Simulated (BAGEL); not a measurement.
# triplet BSiH4O2F at 3 levels

We compute a comparison of 3 runs (UHF/STO-3G, ROHF/6-31G*, ROHF/def2-SVP) of triplet BSiH4O2F. 

The results are computed with BAGEL 1.2.2.

30 further runs of the same task are left out: 30 set aside as unsound or not needed.

**1. The structure to begin with**

BSiH4O2F has 9 atoms, charge 0, and is taken as a triplet. As SMILES of the parent species, `O[SiH2]B(O)F`. Geometry: relaxed at PBE0-D4/def2-TZVP. This is one conformer, not always the lowest. That shape belongs to the parent species and isn't relaxed for this state.

Bond lengths: O1–Si2 1.653 Å, Si2–B3 2.035 Å, B3–O4 1.347 Å, B3–F5 1.342 Å, O1–H6 0.958 Å, Si2–H7 1.484 Å, Si2–H8 1.493 Å, O4–H9 0.965 Å. Some angles: O1–Si2–B3 110.9°, Si2–B3–O4 121.6°, Si2–B3–F5 119.7°, O4–B3–F5 118.7°, O1–Si2–H7 106.4°, O1–Si2–H8 111.4°, B3–Si2–H7 111.6°, B3–Si2–H8 108.7°, Si2–O1–H6 117.1°, B3–O4–H9 113.7°.

**2. The energy at UHF/STO-3G (density fitting with qzvpp-jkfit) (run 1)**

File calc.json:

```json
{ "bagel": [

{
  "title": "molecule",
  "basis": "sto-3g",
  "df_basis": "qzvpp-jkfit",
  "angstrom": "true",
  "geometry": [
    { "atom": "O", "xyz": [    1.152500,    0.650100,    1.703000 ] },
    { "atom": "Si", "xyz": [    0.837600,   -0.439800,    0.500200 ] },
    { "atom": "B", "xyz": [   -0.701500,    0.194000,   -0.670900 ] },
    { "atom": "O", "xyz": [   -0.968000,   -0.381600,   -1.859000 ] },
    { "atom": "F", "xyz": [   -1.488500,    1.196900,   -0.250400 ] },
    { "atom": "H", "xyz": [    0.401000,    1.098100,    2.092900 ] },
    { "atom": "H", "xyz": [    2.093300,   -0.579800,   -0.278100 ] },
    { "atom": "H", "xyz": [    0.493300,   -1.781600,    1.056300 ] },
    { "atom": "H", "xyz": [   -1.731300,   -0.002600,   -2.311100 ] }
  ]
},
{ "title": "uhf", "nopen": 2 },
{ "title": "print", "file": "orbitals.molden", "orbitals": "true" }

]}
```

Started as:

```
BAGEL_NUM_THREADS=1 BAGEL calc.json > calc.out
```

What it wrote:

```text
* using 1 threads per process

  ===============================================================
  ===============================================================

  *** Geometry ***

  { "atom" : "O", "xyz" : [      2.177909,      1.228511,      3.218204 ] },
  { "atom" : "Si", "xyz" : [      1.582835,     -0.831102,      0.945241 ] },
  { "atom" : "B", "xyz" : [     -1.325643,      0.366607,     -1.267817 ] },
  { "atom" : "O", "xyz" : [     -1.829255,     -0.721119,     -3.513001 ] },
  { "atom" : "F", "xyz" : [     -2.812857,      2.261813,     -0.473187 ] },
  { "atom" : "H", "xyz" : [      0.757780,      2.075108,      3.955008 ] },
  { "atom" : "H", "xyz" : [      3.955764,     -1.095663,     -0.525533 ] },
  { "atom" : "H", "xyz" : [      0.932202,     -3.366736,      1.996118 ] },
  { "atom" : "H", "xyz" : [     -3.271683,     -0.004913,     -4.367346 ] },

  Number of auxiliary basis functions:      506

  Since a DF basis is specified, we compute 2- and 3-index integrals:
    o Being stored without compression. Storage requirement is 0.004 GB

  Number of basis functions:       33
  Number of electrons      :       48

    * METHOD: MOLECULE                             0.14

  *** Open-shell HF ***

  === Nuclear Repulsion ===
   215.3565290372

      * DIIS with orbital gradients will be used.

  === UHF iteration (sto-3g) ===
      0       -557.75019515          0.03273840           0.04
      1       -557.85906970          0.00936918           0.04
      2       -557.87026492          0.00377348           0.04
      3       -557.87222344          0.00137227           0.03
      4       -557.87321682          0.00061968           0.03
      5       -557.87348636          0.00031130           0.04
      6       -557.87358068          0.00014067           0.04
      7       -557.87360039          0.00008474           0.04
      8       -557.87361127          0.00004124           0.04
      9       -557.87361341          0.00002740           0.05
     10       -557.87361439          0.00001431           0.04
     11       -557.87361463          0.00000746           0.05
     12       -557.87361471          0.00000321           0.03
     13       -557.87361472          0.00000152           0.03
     14       -557.87361472          0.00000061           0.03
     15       -557.87361472          0.00000025           0.03
     16       -557.87361472          0.00000011           0.03
     17       -557.87361472          0.00000006           0.03
     18       -557.87361472          0.00000003           0.03
     19       -557.87361472          0.00000001           0.03
     20       -557.87361472          0.00000001           0.03
    * SCF iteration converged.

    * S^2 (UHF) is 2.0113

    * Permanent dipole moment:
           (   -0.254149,     0.100522,    -0.824274) a.u.

    * METHOD: UHF                                  0.85

    * METHOD: PRINT                                0.00

  ===============================================================
```

Run time: 1.3 s. Hardware: 1 thread of Intel Xeon 6975P-C (Granite Rapids), shared host; peak memory 0.08 GiB.

**3. The energy at ROHF/6-31G(d) (density fitting with qzvpp-jkfit, spherical functions) (run 2)**

File input.json:

```json
{ "bagel" : [

{
  "title" : "molecule",
  "basis" : "6-31gs.json",
  "df_basis" : "qzvpp-jkfit",
  "angstrom" : true,
  "geometry" : [
    { "atom" : "O", "xyz" : [       1.152500,       0.650100,       1.703000 ] },
    { "atom" : "Si", "xyz" : [       0.837600,      -0.439800,       0.500200 ] },
    { "atom" : "B", "xyz" : [      -0.701500,       0.194000,      -0.670900 ] },
    { "atom" : "O", "xyz" : [      -0.968000,      -0.381600,      -1.859000 ] },
    { "atom" : "F", "xyz" : [      -1.488500,       1.196900,      -0.250400 ] },
    { "atom" : "H", "xyz" : [       0.401000,       1.098100,       2.092900 ] },
    { "atom" : "H", "xyz" : [       2.093300,      -0.579800,      -0.278100 ] },
    { "atom" : "H", "xyz" : [       0.493300,      -1.781600,       1.056300 ] },
    { "atom" : "H", "xyz" : [      -1.731300,      -0.002600,      -2.311100 ] }
  ]
},

{ "title" : "rohf", "nopen" : 2 },

{ "title" : "print", "file" : "orbitals.molden", "orbitals" : true }

]}
```

The basis set 6-31G* is read from a file made from the Basis Set Exchange's data (not shown).

Started as:

```
BAGEL_NUM_THREADS=1 BAGEL input.json > input.out
```

What it wrote:

```text
* using 1 threads per process

  ===============================================================
  ===============================================================

  *** Geometry ***

  { "atom" : "O", "xyz" : [      2.177909,      1.228511,      3.218204 ] },
  { "atom" : "Si", "xyz" : [      1.582835,     -0.831102,      0.945241 ] },
  { "atom" : "B", "xyz" : [     -1.325643,      0.366607,     -1.267817 ] },
  { "atom" : "O", "xyz" : [     -1.829255,     -0.721119,     -3.513001 ] },
  { "atom" : "F", "xyz" : [     -2.812857,      2.261813,     -0.473187 ] },
  { "atom" : "H", "xyz" : [      0.757780,      2.075108,      3.955008 ] },
  { "atom" : "H", "xyz" : [      3.955764,     -1.095663,     -0.525533 ] },
  { "atom" : "H", "xyz" : [      0.932202,     -3.366736,      1.996118 ] },
  { "atom" : "H", "xyz" : [     -3.271683,     -0.004913,     -4.367346 ] },

  Number of auxiliary basis functions:      506

  Since a DF basis is specified, we compute 2- and 3-index integrals:
    o Being stored without compression. Storage requirement is 0.027 GB

  Number of basis functions:       82
  Number of electrons      :       48

    * METHOD: MOLECULE                             0.19

  *** Open-shell HF ***

  === Nuclear Repulsion ===
   215.3565290372

      * DIIS with orbital gradients will be used.

  === ROHF iteration (6-31gs.json) ===
      0       -564.58837170          0.05161159           0.12
      1       -564.79374985          0.03900618           0.11
      2       -564.89489986          0.02697384           0.11
      3       -564.98845852          0.00308030           0.11
      4       -564.99787323          0.00221921           0.11
      5       -565.00525321          0.00146455           0.12
      6       -565.01069195          0.00077945           0.12
      7       -565.01251220          0.00043442           0.12
      8       -565.01312408          0.00022519           0.11
      9       -565.01320191          0.00010397           0.11
     10       -565.01320698          0.00003806           0.11
     11       -565.01321146          0.00001800           0.11
     12       -565.01321071          0.00000767           0.13
     13       -565.01321056          0.00000300           0.12
     14       -565.01321069          0.00000138           0.14
     15       -565.01321079          0.00000078           0.11
     16       -565.01321083          0.00000044           0.14
     17       -565.01321084          0.00000027           0.11
     18       -565.01321084          0.00000013           0.11
     19       -565.01321084          0.00000007           0.10
     20       -565.01321084          0.00000003           0.10
     21       -565.01321084          0.00000002           0.11
     22       -565.01321084          0.00000001           0.11
    * SCF iteration converged.

    * S^2 (ROHF) is 2.0000

    * Permanent dipole moment:
           (    0.203581,     0.110732,    -0.335848) a.u.

    * METHOD: ROHF                                 2.80

    * METHOD: PRINT                                0.01

  ===============================================================
```

Run time: 3.6 s. Hardware: 1 thread of Intel Xeon 6975P-C (Granite Rapids), shared host; peak memory 0.12 GiB.

**4. A single-point energy at ROHF/def2-SVP (density fitting with qzvpp-jkfit) (run 3)**

File job.json:

```json
{ "bagel" : [

{
  "title" : "molecule",
  "basis" : "svp",
  "df_basis" : "qzvpp-jkfit",
  "angstrom" : true,
  "geometry" : [
    { "atom" : "O", "xyz" : [    1.152500,    0.650100,    1.703000 ] },
    { "atom" : "Si", "xyz" : [    0.837600,   -0.439800,    0.500200 ] },
    { "atom" : "B", "xyz" : [   -0.701500,    0.194000,   -0.670900 ] },
    { "atom" : "O", "xyz" : [   -0.968000,   -0.381600,   -1.859000 ] },
    { "atom" : "F", "xyz" : [   -1.488500,    1.196900,   -0.250400 ] },
    { "atom" : "H", "xyz" : [    0.401000,    1.098100,    2.092900 ] },
    { "atom" : "H", "xyz" : [    2.093300,   -0.579800,   -0.278100 ] },
    { "atom" : "H", "xyz" : [    0.493300,   -1.781600,    1.056300 ] },
    { "atom" : "H", "xyz" : [   -1.731300,   -0.002600,   -2.311100 ] }
  ]
},
{
  "title" : "rohf",
  "nopen" : 2
},
{
  "title" : "print",
  "file" : "orbitals.molden",
  "orbitals" : true
}

]}
```

Started as:

```
BAGEL_NUM_THREADS=1 BAGEL job.json > job.out
```

What it wrote:

```text
* using 1 threads per process

  ===============================================================
  ===============================================================

  *** Geometry ***

  { "atom" : "O", "xyz" : [      2.177909,      1.228511,      3.218204 ] },
  { "atom" : "Si", "xyz" : [      1.582835,     -0.831102,      0.945241 ] },
  { "atom" : "B", "xyz" : [     -1.325643,      0.366607,     -1.267817 ] },
  { "atom" : "O", "xyz" : [     -1.829255,     -0.721119,     -3.513001 ] },
  { "atom" : "F", "xyz" : [     -2.812857,      2.261813,     -0.473187 ] },
  { "atom" : "H", "xyz" : [      0.757780,      2.075108,      3.955008 ] },
  { "atom" : "H", "xyz" : [      3.955764,     -1.095663,     -0.525533 ] },
  { "atom" : "H", "xyz" : [      0.932202,     -3.366736,      1.996118 ] },
  { "atom" : "H", "xyz" : [     -3.271683,     -0.004913,     -4.367346 ] },

  Number of auxiliary basis functions:      506

  Since a DF basis is specified, we compute 2- and 3-index integrals:
    o Being stored without compression. Storage requirement is 0.036 GB

  Number of basis functions:       94
  Number of electrons      :       48

    * METHOD: MOLECULE                             0.21

  *** Open-shell HF ***

  === Nuclear Repulsion ===
   215.3565290372

      * DIIS with orbital gradients will be used.

  === ROHF iteration (svp) ===
      0       -564.36039045          0.04394900           0.16
      1       -564.58558578          0.03065967           0.17
      2       -564.67248265          0.02001956           0.18
      3       -564.73420561          0.00227347           0.23
      4       -564.73872301          0.00138494           0.14
      5       -564.74104751          0.00073282           0.15
      6       -564.74206670          0.00032501           0.14
      7       -564.74240380          0.00016509           0.15
      8       -564.74250333          0.00009017           0.14
      9       -564.74253337          0.00004252           0.15
     10       -564.74253881          0.00002066           0.14
     11       -564.74253819          0.00000996           0.14
     12       -564.74253762          0.00000446           0.14
     13       -564.74253747          0.00000187           0.14
     14       -564.74253771          0.00000097           0.14
     15       -564.74253788          0.00000059           0.13
     16       -564.74253792          0.00000039           0.13
     17       -564.74253794          0.00000021           0.15
     18       -564.74253797          0.00000012           0.14
     19       -564.74253796          0.00000007           0.14
     20       -564.74253796          0.00000004           0.13
     21       -564.74253795          0.00000002           0.14
     22       -564.74253795          0.00000001           0.14
    * SCF iteration converged.

    * S^2 (ROHF) is 2.0000

    * Permanent dipole moment:
           (    0.238883,     0.117374,    -0.253160) a.u.

    * METHOD: ROHF                                 3.59

    * METHOD: PRINT                                0.01

  ===============================================================
```

Wall time 4.5 s (1 thread of Intel Xeon 6975P-C (Granite Rapids), shared host); peak memory 0.13 GiB.

**5. All runs side by side**

```csv
run,level,energy (Eh),dipole moment (D),⟨S²⟩,wall time
1,UHF/STO-3G (density fitting with qzvpp-jkfit),-557.873615,2.21,2.011,1.3 s
2,"ROHF/6-31G* (density fitting with qzvpp-jkfit, spherical functions)",-565.013211,1.04,2.000,3.6 s
3,ROHF/def2-SVP (density fitting with qzvpp-jkfit),-564.742538,0.93,2.000,4.5 s
```

**6. Outcome**

| quantity | value |
| --- | --- |
| run 3: total energy | -564.74254 Eh |
| run 3: dipole moment | 0.93 D |
| run 3: ⟨S²⟩ | 2.000 |

What this shows: The dipole moment (its size) runs from 0.93 D (ROHF/def2-SVP) to 2.21 D (UHF/STO-3G). The two ends differ in method and basis. In run 1 the basis is minimal, so the values are rough. All runs together took 9.4 s, the longest 4.5 s.
